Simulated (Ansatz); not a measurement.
**Ge: response to strain**

Ge is deformed so: equal xy, yz and zx engineering shear strains of +2 %. What stress and forces result, by LAPW, PAW and all-electron datasets made for the crystal?

Computed with Ansatz 0.2.0 (DFT LDA, scalar-relativistic, unless a step's input says otherwise).

### Step 1. The structure to begin with

The structure is cubic, space group Fd-3m (No. 227). Conventional cell: a = 5.658 Å, b = 5.658 Å, c = 5.658 Å, α = 90.00°, β = 90.00°, γ = 90.00°. Ge (site symmetry -43m) has 4 Ge at 2.45 Å as nearest neighbours.

Coordinates:

```
CELL_PARAMETERS angstrom
0.00000 2.82877 2.82877
2.82877 0.00000 2.82877
2.82877 2.82877 0.00000
ATOMIC_POSITIONS crystal
Ge 0.50000 0.50000 0.50000
Ge 0.75000 0.75000 0.75000
```

Atoms are numbered in the order of the input: Ge1, Ge2.

### Step 2. After the deformation

Space group Fd-3m before, R-3m after.

### Step 3. All-electron LAPW

Input file input.yaml:

```yaml
crystal:
  lattice:
    - [0.0565754, 2.8570577, 2.8570577]
    - [2.8570577, 0.0565754, 2.8570577]
    - [2.8570577, 2.8570577, 0.0565754]
  atoms:
    - { symbol: Ge, position: [0.5, 0.5, 0.5] }
    - { symbol: Ge, position: [0.75, 0.75, 0.75] }
kpoints:
  mp_grid: { grid: [10, 10, 10] }
  band_path:
    path:
      - [0.0, 0.0, 0.0]
      - [0.5, 0.5, 0.5]
      - [0.2451701269, 0.5, 0.7548298731]
      - [-0.2451701269, 0.2451701269, 0.5]
      - [0.0, 0.0, 0.5]
      - [0.0, 0.0, 0.0]
      - [-0.3725850634, 0.0, 0.3725850634]
      - [0.0, 0.3725850634, 0.6274149366]
      - [0.0, 0.5, 0.5]
    npoints: 5
scf:
  occupations: { method: fermi_dirac, width: 0.05 }
hamiltonian:
  xc: lda
  pseudopotentials: { kind: all_electron, lapw: { basis_error: 0.00025 } }
output:
  forces: true
  stress: true
  eigenvalues: true
```

Launch:

```console
ansatz run input.yaml --threads 1 --pin off --max-ram 3072MiB --backend cpu --events-out ev --progress --plain --runs-dir out
```

### Step 4. PAW on the default files

Input file input.yaml:

```yaml
crystal:
  lattice:
    - [0.0565754, 2.8570577, 2.8570577]
    - [2.8570577, 0.0565754, 2.8570577]
    - [2.8570577, 2.8570577, 0.0565754]
  atoms:
    - { symbol: Ge, position: [0.5, 0.5, 0.5] }
    - { symbol: Ge, position: [0.75, 0.75, 0.75] }
kpoints:
  mp_grid: { grid: [10, 10, 10] }
scf:
  occupations: { method: fermi_dirac, width: 0.05 }
hamiltonian:
  xc: lda
  pseudopotentials: { kind: paw }
output:
  forces: true
  stress: true
  eigenvalues: true
  efg: { contact_densities: true }
```

### Step 5. Datasets made for this crystal

Edit input.yaml of step 4 so:

```diff
@@ -14,3 +14,3 @@
   xc: lda
-  pseudopotentials: { kind: paw }
+  pseudopotentials: { kind: all_electron, datasets: crystal }
 output:
```

(Steps that only read results are left out.)

Q: Predict the outcome of this session. Wanted: pressure; largest shear or deviatoric stress.

The runs gave:

| quantity | value |
| --- | --- |
| pressure | LAPW -1.12, PAW -1.14, crystal datasets -1.12 GPa |
| largest shear or deviatoric stress (LAPW) | 1.53 GPa |

**Reading.** The largest part of the stress beyond the pressure is 1.53 GPa in size; the atoms are carried along and not relaxed. No run of the undeformed cell stands beside it, so the pressure holds what the given cell had before the change. PAW: stress within 0.02 GPa of LAPW, forces within 1 meV/Å. Crystal datasets: stress within 0.01 GPa of LAPW, forces within 1 meV/Å.
